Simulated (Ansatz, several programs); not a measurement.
Ga4Bi3N as one 8-atom ordering (P-43m) on the zincblende lattice, relaxed with PBE in Ansatz (plane waves, PAW): space group P-43m (No. 215), cubic; conventional cell a = 5.987 Å, 26.83 Å³ an atom. N is surrounded by 4 Ga at 2.06 Å; Ga is surrounded by 1 N at 2.06 Å and 3 Bi at 2.81 Å; Bi is surrounded by 4 Ga at 2.81 Å. The cell was then scaled with its shape and fractional coordinates held, which makes it stiffer than a relaxed compression. No spin polarisation. The prototype was imposed, so other structures may be more stable.

```
V (Å³/atom)  E (meV/atom)
     25.219         16.12
     26.829          0.00
     27.634          3.35
     28.439         12.69
```

(1) Pass a cubic E = c₀ + c₁u + c₂u² + c₃u³, with u = V − 27.030 Å³, through these points.

(2) Where is the minimum, and what bulk modulus follows?

(3) Predict the energy and the pressure at the withheld volume, 26.024 Å³.

Answers

(1) c₀ = 0.21, c₁ = +2.126, c₂ = 5.324, c₃ = -0.3874 (meV and Å³).

(2) dE/du = 0 at u = -0.196, so V₀ = 26.83 Å³. B = V₀ d²E/dV² = 26.83 × (2c₂ + 6c₃u) = 26.83 × 11.102 = 298 meV/Å³, and 1 meV/Å³ is 0.16022 GPa: 48 GPa. A third-order Birch-Murnaghan fit to all five points gives 26.83 Å³ and 47 GPa.

(3) With u = -1.006: E ≈ 3.85 meV and P = −dE/dV ≈ +1.56 GPa. The run gives 3.82 meV and, from its stress, +1.56 GPa.
